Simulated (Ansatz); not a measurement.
**C2H2AlF5O: up Jacob's ladder to CCSD(T)**

An exercise on one series of results from a longer session: the logs are not shown, and one member is left open.

Program: Ansatz 0.2.0, Gaussian basis. Level of theory: functionals in def2-TZVPP, the program's frozen cores in correlated methods. These are calculated values, not measurements.

Plan: LDA (SPW92), PBE-D4, revPBE-D4, BLYP-D4, r2SCAN-D4, B97M-V, PBE0-D4, B3LYP-D4, r2SCANh-D4, r2SCAN0-D4, HSE06-D4, BHLYP-D4, CAM-B3LYP-D4, LC-ωPBE, ωB97X-V, ωB97M-V, B2PLYP, PBE-QIDH; CCSD(T)/def2-SVP; CCSD(T)/def2-TZVPP; MP2/def2-QZVPP; extrapolation to the limit; RPA on PBE.

**Structure used throughout**

All runs share one geometry, relaxed beforehand with PBE0-D4 in a triple-zeta def2 set.

SMILES `[F][Al]([F])[O]CC(F)(F)F`, 11 atoms, charge 0, spin multiplicity 1.

Atoms are counted from 1 here; the program's logs count them from 0.

Bond lengths: F1–Al2 1.637 Å, Al2–F3 1.641 Å, Al2–O4 1.720 Å, O4–C5 1.380 Å, C5–C6 1.519 Å, C5–H10 1.096 Å, C5–H11 1.099 Å, C6–F7 1.313 Å, C6–F8 1.431 Å, C6–F9 1.315 Å. Angles: F1–Al2–F3 118.5°, F1–Al2–O4 118.7°, F3–Al2–O4 119.0°, Al2–O4–C5 117.2°, O4–C5–C6 109.2°, O4–C5–H10 111.6°, O4–C5–H11 113.2°, C6–C5–H10 107.2°, C6–C5–H11 107.0°, H10–C5–H11 108.3°, C5–C6–F7 115.2°, C5–C6–F8 106.3°, C5–C6–F9 114.8°, F7–C6–F8 105.6°, F7–C6–F9 109.4°, F8–C6–F9 104.6°.

Set-up of the first run:

in.yaml reads:

```yaml
crystal:
  periodic: [false, false, false]
  atoms:
    - {symbol: F, position_ang: [0.684387, -2.525448, 1.401180]}
    - {symbol: Al, position_ang: [1.068104, -1.345866, 0.333038]}
    - {symbol: F, position_ang: [2.007124, -1.731466, -0.956057]}
    - {symbol: O, position_ang: [0.988132, 0.293725, 0.847495]}
    - {symbol: C, position_ang: [0.180481, 1.143728, 0.119662]}
    - {symbol: C, position_ang: [-1.078095, 0.402456, -0.297077]}
    - {symbol: F, position_ang: [-1.668568, 0.865591, -1.374336]}
    - {symbol: F, position_ang: [-0.668881, -0.928987, -0.625133]}
    - {symbol: F, position_ang: [-1.969500, 0.249069, 0.657704]}
    - {symbol: H, position_ang: [-0.134233, 2.008869, 0.713808]}
    - {symbol: H, position_ang: [0.656350, 1.511429, -0.799683]}
basis:
  gaussian: {orbitals: def2-TZVPP}
hamiltonian: {xc: lda}
output: {orbitals: {seedname: orbitals}}
```

Launch:

```bash
$ ansatz run in.yaml --threads 2 --pin off --events-out ev --progress --plain --max-ram 32768MiB --backend cuda --devices 0, --max-vram 18GiB
```

Among the steps run: LDA; PBE-D4 (GGA); revPBE-D4 (GGA); BLYP-D4 (GGA); r2SCAN-D4 (meta-GGA); B97M-V (meta-GGA); B3LYP-D4 (hybrid); r2SCANh-D4 (hybrid); r2SCAN0-D4 (hybrid); HSE06-D4 (hybrid); BHLYP-D4 (hybrid); CAM-B3LYP-D4 (range-separated); LC-ωPBE (range-separated); ωB97X-V (range-separated); ωB97M-V (range-separated); B2PLYP (double hybrid); PBE-QIDH (double hybrid).

One table of the session follows, with a row left open; its other results are not shown here.

It belongs to the step «Frontier levels by functional». 

```
  functional  HOMO (eV)  gap (eV)
 LDA (SPW92)      -7.52      5.98
      PBE-D4      -7.31      6.11
   revPBE-D4      -7.22      6.20
     BLYP-D4      -7.22      6.06
   r2SCAN-D4      -7.69      6.98
      B97M-V          ?         ?
     PBE0-D4      -9.02      8.81
    B3LYP-D4      -8.76      8.21
  r2SCANh-D4      -8.33      7.96
  r2SCAN0-D4      -9.29      9.39
    HSE06-D4      -8.61      8.03
    BHLYP-D4     -10.69     11.28
CAM-B3LYP-D4     -10.53     11.20
     LC-ωPBE     -11.87     13.94
     ωB97X-V     -11.53     13.37
     ωB97M-V     -11.46     12.92
```

Q: Estimate the row for B97M-V from the others.

The run gave: HOMO (eV): -7.79; gap (eV): 6.85. In the column «HOMO (eV)» it lies between r2SCANh-D4 (-8.33) and r2SCAN-D4 (-7.69).
